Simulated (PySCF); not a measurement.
# Xe: the cost of one run

Method: each script names its method and basis; program: PySCF 2.14.0.

2 further runs of the same task are left out: 2 for a known fault of the program.

## 1. The atom

Xe³⁺ (quartet): 1 atom, charge 3, spin multiplicity 4.

## 2. The base run

The input, input.py:

```python
from pyscf import gto, dft

mol = gto.M(
    atom='Xe 0 0 0',
    basis='x2c-tzvpall',
    charge=3,
    spin=3,
    verbose=4,
)
mf = dft.UKS(mol, xc='revpbe')
mf = mf.sfx2c1e()
mf.kernel()
mf.stability(internal=True, external=True)
mf.dip_moment()
print('orbital energies (hartree):', [e[max(0, n-3):n+3].round(4) for e, n in zip(mf.mo_energy, mol.nelec)])
```

Launch:

```
$ OMP_NUM_THREADS=1 python input.py
```

Q: Estimate wall time and peak memory on 1 thread of Arm Neoverse V2, shared host.

About 11 s, with a peak of 0.22 GiB.
